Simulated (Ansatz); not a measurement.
# HfH4Se2O2: up Jacob's ladder to CCSD(T)

The runs use Ansatz 0.2.0, Gaussian basis; functionals in def2-TZVPP, the program's frozen cores in correlated methods.

Plan: PBE-D4, r2SCAN-D4, PBE0-D4, B3LYP-D4, ωB97X-V, ωB97M-V, B2PLYP; CCSD(T)/def2-TZVPP; MP2/def2-QZVPP; extrapolation to the limit.

## 1. Structure used throughout

The geometry comes from an earlier relaxation with PBE0-D4/def2-TZVP; it is a stationary point, not always the lowest conformer. Hf takes the def2 core potential; no spin-orbit term is included.

SMILES `[OH][Hf]([OH])([SeH])[SeH]`, 9 atoms, charge 0, spin multiplicity 1.

Atoms are counted from 1 here; the program's logs count them from 0.

Bond lengths: O1–Hf2 1.900 Å, O1–H6 0.952 Å, Hf2–O3 1.900 Å, Hf2–Se4 2.595 Å, Hf2–Se5 2.595 Å, O3–H7 0.952 Å, Se4–H8 1.472 Å, Se5–H9 1.472 Å. Angles: Hf2–O1–H6 167.2°, O1–Hf2–O3 115.9°, O1–Hf2–Se4 103.8°, O1–Hf2–Se5 111.3°, O3–Hf2–Se4 111.3°, O3–Hf2–Se5 103.8°, Se4–Hf2–Se5 111.1°, Hf2–O3–H7 167.2°, Hf2–Se4–H8 89.5°, Hf2–Se5–H9 89.6°.

## 2. PBE-D4 (GGA)

Contents of in.yaml:

```yaml
crystal:
  periodic: [false, false, false]
  atoms:
    - {symbol: O, position_ang: [-1.459104, 1.349643, -0.243986]}
    - {symbol: Hf, position_ang: [-0.033983, 0.143572, 0.107486]}
    - {symbol: O, position_ang: [1.013725, 0.522748, 1.646175]}
    - {symbol: Se, position_ang: [1.399702, 0.235304, -2.053316]}
    - {symbol: Se, position_ang: [-0.918053, -2.257533, 0.538330]}
    - {symbol: H, position_ang: [-2.176460, 1.974804, -0.208128]}
    - {symbol: H, position_ang: [1.488792, 0.914918, 2.372277]}
    - {symbol: H, position_ang: [2.363983, -0.691679, -1.438321]}
    - {symbol: H, position_ang: [-1.678592, -2.191767, -0.720518]}
basis:
  gaussian: {orbitals: def2-TZVPP}
hamiltonian: {xc: pbe, dispersion: d4}
output: {forces: true, orbitals: {seedname: orbitals}}
```

Launch:

```console
ansatz run in.yaml --threads 2 --pin off --events-out ev --progress --plain --max-ram 22528MiB --backend cpu
```

**Question.** How long does this run take on 2 threads of AMD EPYC 7R13, shared host, and how much memory does it need?

About 6 s, with a peak of 0.48 GiB.
